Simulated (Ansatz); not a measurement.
# TaSi (quartet): from Hartree-Fock to the top rungs, def2-QZVPP

An exercise on one series of results from a longer session: the logs are not shown, and one member is left open.

Program: Ansatz 0.2.0, Gaussian basis. Level of theory: def2-QZVPP, core rule «outside noble gas», up to 9 orbitals frozen. These are calculated values, not measurements.

The runs, in order: UHF; ROHF; CCSD(T) on UHF.

## What is computed

The geometry is a PBE0/def2-TZVP stationary point (not a proven minimum) of the parent state, kept for this charge and spin. No spin-orbit coupling is included. Elements past krypton take def2 core potentials.

2 atoms, charge 0, spin multiplicity 4.

Atoms are counted from 1 here; the program's logs count them from 0.

Bond lengths: Ta1–Si2 2.443 Å.

Geometry (Å):

```
Ta    0.0000    0.0000    0.0000
Si    0.0000    0.0000    2.4426
```

Set-up of the first run:

File in.yaml:

```yaml
crystal:
  periodic: [false, false, false]
  atoms:
    - {symbol: Ta, position_ang: [0.000000, 0.000000, 0.000000]}
    - {symbol: Si, position_ang: [0.000000, 0.000000, 2.442600]}
basis:
  gaussian: {orbitals: "def2-QZVPP.json"}
magnetization: {spin_polarized: true, initial_magnetization: 3}
hamiltonian: {xc: hf}
output: {orbitals: {seedname: orbitals}}
```

On the command line:

```console
ansatz run in.yaml --threads 1 --pin off --events-out ev --progress --plain --max-ram 4096MiB --backend cpu
```

Steps of the session up to this table: UHF; ROHF; CCSD(T) on UHF.

One table of the session follows, with a row left open; its other results are not shown here.

| method | from UCCSD(T) (kcal/mol) |
| --- | --- |
| ROHF | +168.35 |
| UMP2 | +32.00 |
| UCCSD | ? |
| UCCSD(T) | 0 |

Estimate the missing values for UCCSD.

**Answer.** from UCCSD(T) (kcal/mol): +12.95. In the column «from UCCSD(T) (kcal/mol)» it lies between UCCSD(T) (0) and UMP2 (+32.00).

Left out of the table: UHF (another determinant or state than the rows shown).

To keep in mind: The determinant of HF (⟨S²⟩ 5.26) is far from a pure spin state, so its energy mixes those of several spin states; that is harmless only where they are near-degenerate. The determinant of CCSD(T) (⟨S²⟩ 4.55) is far from a pure spin state, so its energy mixes those of several spin states; high orders of coupled cluster remove much of that, low ones don't. Warnings: spin contamination; coupled cluster took another determinant than the lowest.
